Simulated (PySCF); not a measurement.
# C3H8BP: the cost of one run

The runs use PySCF 2.14.0, with density-fitted response routines of our own; the level of theory stands in each step. All values are computed, except where a source is named. Atoms count from 0, in the outputs and in this text.

### Step 1. Starting geometry

13 atoms, charge 0, multiplicity 1; geometry from: GFN2-xTB.

Bonds of the start (Å): B0–P1 1.91, P1–C2 1.83, P1–C3 1.76, C3–C4 1.20, B0–H5 1.19, B0–H6 1.19, B0–H7 1.19, P1–H8 1.40, C2–H9 1.09, C2–H10 1.09, C2–H11 1.09, C4–H12 1.05.

### Step 2. Ultraviolet spectrum: wB97X-D/def2-SVPD

What the job is given:

```
{"job": {"kind": "uv", "xc": "wB97X-D", "basis": "def2-SVPD", "nstates": 8, "ntriplets": 3}, "charge": 0, "multiplicity": 1}
B     -1.414097    -1.306432    -0.287489
P     -0.127943    -0.106859     0.469216
C     -0.344603     1.661811     0.035237
C      1.570067    -0.365748     0.089449
C      2.698152    -0.622237    -0.238929
H     -1.290339    -1.153274    -1.464934
H     -2.456236    -0.907896     0.135473
H     -1.129606    -2.398806     0.085265
H      0.002075    -0.000428     1.855754
H     -1.331004     1.981178     0.368965
H     -0.298023     1.756487    -1.049377
H      0.421840     2.286892     0.489125
H      3.695330    -0.824202    -0.505484
```

With the program's defaults for keys left out, this is: TDDFT wB97X-D/def2-SVPD, vertical, gas phase, core orbitals frozen in the response.

Command:

```bash
$ OMP_NUM_THREADS=1 python probes_run.py task.json out
```

The driver reads the jobs from task.json and runs them one after another.

Q: Estimate the wall time and peak memory of this job on 1 thread of Arm Neoverse V1, shared host.

About 26 s, with a peak of 0.71 GiB.
